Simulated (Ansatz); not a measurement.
# C₂H₃AlO (SMILES OC#[C][AlH2]): one structure at several levels

The task here is to estimate one member of a computed series from the others.

Method: single points in def2-TZVPP; program: Ansatz 0.2.0, Gaussian basis.

Correlated methods freeze the cores.

## Where the work starts

7 atoms, charge 0, spin multiplicity 1.

Atoms are counted from 1 here; the program's logs count them from 0.

Bond lengths: O1–C2 1.356 Å, O1–H5 0.964 Å, C2–C3 1.154 Å, C3–Al4 1.965 Å, Al4–H6 1.527 Å, Al4–H7 1.572 Å. Angles: C2–O1–H5 109.1°, O1–C2–C3 175.5°, C2–C3–Al4 174.4°, C3–Al4–H6 123.7°, C3–Al4–H7 120.9°, H6–Al4–H7 115.4°.

Geometry (Å):

```xyz
7

O     1.7311   -1.5957    1.2617
C     0.8463   -0.7947    0.6176
C     0.0433   -0.1148    0.1445
Al   -1.3466    0.9080   -0.7947
H     2.5871   -1.1537    1.2999
H    -2.4615    1.6734   -0.0855
H    -1.3371    1.0305   -2.3619
```

The first run:

run/in.yaml

```yaml
crystal:
  periodic: [false, false, false]
  atoms:
    - {symbol: O, position_ang: [1.731100, -1.595700, 1.261700]}
    - {symbol: C, position_ang: [0.846300, -0.794700, 0.617600]}
    - {symbol: C, position_ang: [0.043300, -0.114800, 0.144500]}
    - {symbol: Al, position_ang: [-1.346600, 0.908000, -0.794700]}
    - {symbol: H, position_ang: [2.587100, -1.153700, 1.299900]}
    - {symbol: H, position_ang: [-2.461500, 1.673400, -0.085500]}
    - {symbol: H, position_ang: [-1.337100, 1.030500, -2.361900]}
basis:
  gaussian: {orbitals: def2-TZVPP}
correlation: {method: ccsd_t}
output: {forces: true}
```

The command line of these runs was not kept.

Among the steps run: CCSD(T)/def2-TZVPP; PBE0-D4/def2-TZVPP; wB97M-V/def2-TZVPP; r2SCAN-D4/def2-TZVPP; PBE-D4/def2-TZVPP; LC-wPBE/def2-TZVPP; wB97X-V/def2-TZVPP.

One of the session's tables, all rows but one given; the rest of the session is left out.

```
   method  RMS force component (eV/Å)  angle to CCSD(T) forces (°)  dipole (D)
  CCSD(T)                       2.941                    reference        1.69
  PBE0-D4                       2.771                          4.7        1.78
  wB97M-V                       2.585                          3.0        1.73
r2SCAN-D4                           ?                            ?           ?
   PBE-D4                       3.014                          3.5        1.89
  LC-wPBE                       2.495                          5.4        1.69
  wB97X-V                       2.629                          3.0        1.72
```

Estimate the missing values for r2SCAN-D4.

**Answer.** RMS force component (eV/Å): 2.873; angle to CCSD(T) forces (°): 3.4; dipole (D): 1.92. In the column «RMS force component (eV/Å)» it lies between PBE0-D4 (2.771) and CCSD(T) (2.941).
